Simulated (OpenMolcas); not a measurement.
# W⁴⁺ among point charges: CASSCF and CASPT2 levels and susceptibility, part 2 of 2

Aim: the splitting of the states of W⁴⁺ in the field of 5 point charges, its lowest levels with spin-orbit coupling and its magnetic susceptibility.

OpenMolcas 26.06; ANO-RCC-VDZP, DKH2, active space 2 electrons in 5 orbitals (5d), orbitals: per spin and parity. Surroundings: 5 point charges of -1 e arranged as a square pyramid (C4v), 2.14 Å from the ion, with the axial distance 1.733 Å.

**6. CASPT2: IPEA 0.25, imaginary shift 0.1 (closed shells correlated: 4f 5s 5p)**

The input, a.inp:

```
>>> COPY JOB001 $Project.JobIph
&CASPT2
Multistate=10 1 2 3 4 5 6 7 8 9 10
NoMult
Frozen=23
IPEA=0.25
Imaginary=0.1
MaxIter=60
WThr=0.0 0.3 0.05
PrWF=0.5
NoMix
>>> COPY JOB002 $Project.JobIph
&CASPT2
Multistate=15 1 2 3 4 5 6 7 8 9 10 11 12 13 14 15
NoMult
Frozen=23
IPEA=0.25
Imaginary=0.1
MaxIter=60
WThr=0.0 0.3 0.05
PrWF=0.5
NoMix
```

Command:

```sh
$ OMP_NUM_THREADS=1 MOLCAS_MEM=1689 MOLCAS_PROJECT=a pymolcas a.inp > a.log
```

The log of the run:

```text
Orbital specifications:
      -----------------------

      Symmetry species                           1
                                                 a
      Frozen orbitals                           23
      Inactive orbitals                         11
      Active orbitals                            5
      Secondary orbitals                        29
      Deleted orbitals                           0
      Number of basis functions                 68
Type of calculation                        SS-CASPT2
      Fock operator                              state-specific
      IPEA shift                                 0.25
      Real shift                                 0.00
      Imaginary shift                            0.10
      The input orbitals will be transformed to quasi-canonical
Reference energy:      -16129.5192033638
      E2 (Non-variational):      -0.7494394249
      Shift correction:          -0.0001053642
      E2 (Variational):          -0.7495447891
      Total energy:          -16130.2687481529
      Residual norm:              0.0000005575
      Reference weight:           0.92794
      Contributions to the CASPT2 correlation energy
      Active & Virtual Only:         -0.0023018134
      One Inactive Excited:          -0.0805220786
      Two Inactive Excited:          -0.6666155330
Reference energy:      -16129.5141705273
      E2 (Non-variational):      -0.7490950128
      Shift correction:          -0.0001059559
      E2 (Variational):          -0.7492009687
      Total energy:          -16130.2633714960
      Residual norm:              0.0000007032
      Reference weight:           0.92802
      Contributions to the CASPT2 correlation energy
      Active & Virtual Only:         -0.0022458683
      One Inactive Excited:          -0.0805416266
      Two Inactive Excited:          -0.6663075179
::    CASPT2 Root  1     Total energy: -16130.26874815
::    CASPT2 Root  2     Total energy: -16130.26337150
::    CASPT2 Root  3     Total energy: -16130.26337149
::    CASPT2 Root  4     Total energy: -16130.24652071
::    CASPT2 Root  5     Total energy: -16130.24394125
::    CASPT2 Root  6     Total energy: -16130.24394124
::    CASPT2 Root  7     Total energy: -16130.21986196
::    CASPT2 Root  8     Total energy: -16130.20626961
::    CASPT2 Root  9     Total energy: -16130.20626961
::    CASPT2 Root 10     Total energy: -16130.18832190
Orbital specifications:
      -----------------------

      Symmetry species                           1
                                                 a
      Frozen orbitals                           23
      Inactive orbitals                         11
      Active orbitals                            5
      Secondary orbitals                        29
      Deleted orbitals                           0
      Number of basis functions                 68
Type of calculation                        SS-CASPT2
      Fock operator                              state-specific
      IPEA shift                                 0.25
      Real shift                                 0.00
      Imaginary shift                            0.10
      The input orbitals will be transformed to quasi-canonical
Reference energy:      -16129.4724462938
      E2 (Non-variational):      -0.7572068977
      Shift correction:          -0.0002723305
      E2 (Variational):          -0.7574792282
      Total energy:          -16130.2299255219
      Residual norm:              0.0000001708
      Reference weight:           0.92109
      Contributions to the CASPT2 correlation energy
      Active & Virtual Only:         -0.0077277764
      One Inactive Excited:          -0.0790439488
      Two Inactive Excited:          -0.6704351724
Reference energy:      -16129.4685170660
      E2 (Non-variational):      -0.7551451126
      Shift correction:          -0.0001531029
      E2 (Variational):          -0.7552982155
      Total energy:          -16130.2238152815
      Residual norm:              0.0000000734
      Reference weight:           0.92463
      Contributions to the CASPT2 correlation energy
      Active & Virtual Only:         -0.0063386435
      One Inactive Excited:          -0.0792646752
      Two Inactive Excited:          -0.6695417939
::    CASPT2 Root  1     Total energy: -16130.22992552
::    CASPT2 Root  2     Total energy: -16130.22381528
::    CASPT2 Root  3     Total energy: -16130.21833566
::    CASPT2 Root  4     Total energy: -16130.21833566
::    CASPT2 Root  5     Total energy: -16130.21309796
::    CASPT2 Root  6     Total energy: -16130.19402495
::    CASPT2 Root  7     Total energy: -16130.18996550
::    CASPT2 Root  8     Total energy: -16130.18996551
::    CASPT2 Root  9     Total energy: -16130.18444580
::    CASPT2 Root 10     Total energy: -16130.17903867
::    CASPT2 Root 11     Total energy: -16130.17903866
::    CASPT2 Root 12     Total energy: -16130.17010591
::    CASPT2 Root 13     Total energy: -16130.16295294
::    CASPT2 Root 14     Total energy: -16130.15880005
::    CASPT2 Root 15     Total energy: -16130.08478579
```

This run took 8.8 s in all on 1 thread of Arm Neoverse V1, shared host.

SS-CASPT2: lowest energy less the reference's lowest, -0.7495 hartree; reference weights 0.916 to 0.928.

Spin-free states:

```csv
state,degeneracy,E (cm-1),free-ion L (%)
triplet,1,0,F (96)
triplet,2,1180,F (99)
triplet,1,4878,F (100)
triplet,2,5444,F (97)
singlet,1,8521,D (89)
singlet,1,9862,D (71)
triplet,1,10729,F (100)
singlet,2,11064,D (78)
singlet,1,12214,D (56)
triplet,2,13712,P (97)
singlet,1,16400,G (89)
singlet,2,17291,G (90)
triplet,1,17652,P (96)
singlet,1,18502,G (81)
singlet,2,19689,G (88)
singlet,1,21649,G (71)
singlet,1,23219,G (100)
singlet,1,24131,G (69)
singlet,1,40375,S (92)
```

With spin-orbit coupling:

| E (cm-1) | Degeneracy | 2S+1 | g |
| --- | --- | --- | --- |
| 0 | 1 | 3 |  |
| 590 | 1 | 3 |  |
| 1040 | 2 | 3 | 0.00 0.00 2.02 |
| 1600 | 1 | 3 |  |
| 7560 | 2 | 3 | 0.00 0.00 0.04 |
| 7630 | 1 | 3 |  |
| 8850 | 1 | 3 |  |
| 9680 | 2 | 3 | 0.00 0.00 3.58 |
| 10250 | 1 | 3 |  |
| 11170 | 1 | 3 |  |
| 13820 | 2 | 3 | 0.00 0.00 0.25 |
| 14160 | 1 | 3 |  |
| 14490 | 1 | 3 |  |
| 14800 | 1 | 3 |  |
| 15630 | 1 | 3 |  |
| 15750 | 1 | 1 |  |
| 16220 | 1 | 3 |  |
| 16610 | 2 | 1 | 0.00 0.00 1.36 |
| 17970 | 1 | 3 |  |
| 18140 | 1 | 3 |  |
| 18350 | 2 | 3 | 0.00 0.00 5.29 |
| 19040 | 1 | 3 |  |
| 20930 | 2 | 3 | 0.00 0.00 1.98 |
| 23700 | 1 | 3 |  |

Powder χT (cm³ K/mol): 0.00 at 2 K, 0.00 at 5 K, 0.00 at 10 K, 0.01 at 20 K, 0.01 at 50 K, 0.03 at 100 K, 0.04 at 150 K, 0.06 at 200 K, 0.07 at 250 K, 0.09 at 300 K.

**7. The methods side by side**

A. CASSCF
B. SS-CASPT2, IPEA 0.25, imaginary shift 0.1 (closed shells correlated: 4f 5s 5p)

| method | ground state | first state of that spin (cm-1) | first gap with spin-orbit (cm-1) | χT at 300 K |
| --- | --- | --- | --- | --- |
| A | triplet | triplet 1105 | 590.7 | 0.08 |
| B | triplet | triplet 1180 | 592.7 | 0.09 |

**8. What came out**

The summary covers parts 1 to 2.

| quantity | value |
| --- | --- |
| method | SS-CASPT2, IPEA 0.25, imaginary shift 0.1 (closed shells correlated: 4f 5s 5p) |
| spin-free ground state | triplet, 1-fold in its orbital part |
| first state of the same spin within the active space | triplet at 1180 cm⁻¹ |
| lowest level | 1-fold |
| next level | 592.7 cm⁻¹ |
| χT at 300 K | 0.09 cm³ K/mol |
| effective moment at 300 K | 0.85 μB |

Cost by method:

```
                                                 method  time of its own steps  time with the reference
                                              A. CASSCF                  7.6 s                    7.6 s
B. SS-CASPT2, IPEA 0.25, imaginary shift 0.1, +4f 5s 5p                  8.8 s                     16 s
```

Times are of one thread on a shared host.

The spin-free ground state (triplet) comes to 96 % from free-ion F terms and keeps the highest spin of the shell. χT at 300 K is 0.09, against 1.00 cm³ K/mol for the spin alone, so spin-orbit coupling lowers it. The field of point charges can differ much from that of real complexes. This is an electrostatic model: the charges have no orbitals.
